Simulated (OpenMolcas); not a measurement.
# Pd²⁺ among point charges: CASSCF levels and susceptibility

How does a field of 5 point charges split the states of Pd²⁺, and what χT follows?

Program: OpenMolcas 26.06. Level of theory: state-averaged CASSCF, spin-orbit coupling by RASSI with atomic mean-field integrals. These are calculated values, not measurements, unless marked.

1 further run of the same task is left out (it didn't finish).

## Step 1: Starting point

| Quantity | Value |
| --- | --- |
| Species | Pd²⁺ (palladium, Z = 46, 44 electrons) |
| Basis | ANO-RCC-VDZP [6s5p3d1f], 43 functions |
| Scalar Hamiltonian | DKH2, point nucleus |
| Inactive shells | 1s 2s 2p 3s 3p 3d 4s 4p |
| Active space | 8 electrons in 5 orbitals (4d) |
| Some configurations of this space | 4d⁸ |
| Orbitals | optimised for each spin and parity, averaged over all roots |

Outer shells as boxes (Hund's rule):

4d8
```
4d [↑↓][↑↓][↑↓][↑ ][↑ ]
```

The ion sits among 5 point charges of -2 e arranged as a trigonal bipyramid (D3h), 1.86 Å from the ion, with the axial distance 2.009 Å. The active orbitals were held to one l.

Each step is its own input file, run in one work folder so that later steps find the files of earlier ones. Labels, J, g values, rates, χT and fits are worked out afterwards by a script from the matrices that RASSI stores.

## Step 2: One- and two-electron integrals

Input file a.inp:

```
&GATEWAY
Coord
1

Pd 0.0 0.0 0.0
Basis=ANO-RCC-VDZP
Group=NoSym
NoMove
AngMom=0.0 0.0 0.0
AMFI
XField
5 Angstrom 0
1.860000 0.000000 0.000000 -2.000000
-0.930000 1.610807 0.000000 -2.000000
-0.930000 -1.610807 0.000000 -2.000000
0.000000 0.000000 2.008800 -2.000000
0.000000 0.000000 -2.008800 -2.000000
&SEWARD
```

Command:

```console
OMP_NUM_THREADS=1 MOLCAS_MEM=1689 MOLCAS_PROJECT=a pymolcas a.inp > a.log
```

## Step 3: CASSCF: triplets, 10 roots

Input file a.inp:

```
&RASSCF
FileOrb=start.orb
Symmetry=1
Spin=3
nActEl=8 0 0
Inactive=18
Ras2=5
CIRoot=10 10 1
SDav=10
CIMx=300
Iter=120 100
PrWF=0.3
OrbListing=Nothing
MaxOrb=0
SupSym
1
15 10 11 12 13 14 19 20 21 22 23 32 33 34 35 36
>>> COPY $Project.JobIph JOB001
```

start.orb holds the contracted functions of the basis, ordered by shell, or the orbitals of the step before.

## Step 4: CASSCF: singlets, 15 roots

Input file a.inp:

```
&RASSCF
FileOrb=start.orb
Symmetry=1
Spin=1
nActEl=8 0 0
Inactive=18
Ras2=5
CIRoot=15 15 1
SDav=15
CIMx=300
Iter=120 100
PrWF=0.3
OrbListing=Nothing
MaxOrb=0
SupSym
1
15 10 11 12 13 14 19 20 21 22 23 32 33 34 35 36
>>> COPY $Project.JobIph JOB002
```

## Step 5: State interaction with spin-orbit coupling

Input file a.inp:

```
&RASSI
NrOfJobIphs=2 10 15
1 2 3 4 5 6 7 8 9 10
1 2 3 4 5 6 7 8 9 10 11 12 13 14 15
IphNames
JOB001
JOB002
EJob
SpinOrbit
DIPRint=1.0
SOCoupling=1000.0
Subsets=2
Property=9
'ANGMOM' 1 'ANGMOM' 2 'ANGMOM' 3 'MLTPL  1' 1 'MLTPL  1' 2 'MLTPL  1' 3
'AMFI' 1 'AMFI' 2 'AMFI' 3
SOProperty=3
'ANGMOM' 1 'ANGMOM' 2 'ANGMOM' 3
```

Q: Predict the outcome of this session. Wanted: spin-free ground state; first state of the same spin within the active space; lowest level; next level.

**Answer**, as computed:

| quantity | value |
| --- | --- |
| method | CASSCF |
| spin-free ground state | 3E, 2-fold in its orbital part |
| first state of the same spin within the active space | 3E at 7350 cm⁻¹ |
| lowest level | 2-fold, g = 0.00, 0.00, 7.97 |
| next level | 1117.3 cm⁻¹ |
| χT at 300 K | 2.34 cm³ K/mol |
| effective moment at 300 K | 4.33 μB |

In words: The spin-free ground state (3E) comes to 100 % from free-ion F terms and keeps the highest spin of the shell. χT at 300 K is 2.34, against 1.00 cm³ K/mol for the spin alone, so orbital moment adds to it. The field of point charges can differ much from that of real complexes. Point charges carry no covalency, so the field is a model and not that of real ligands.
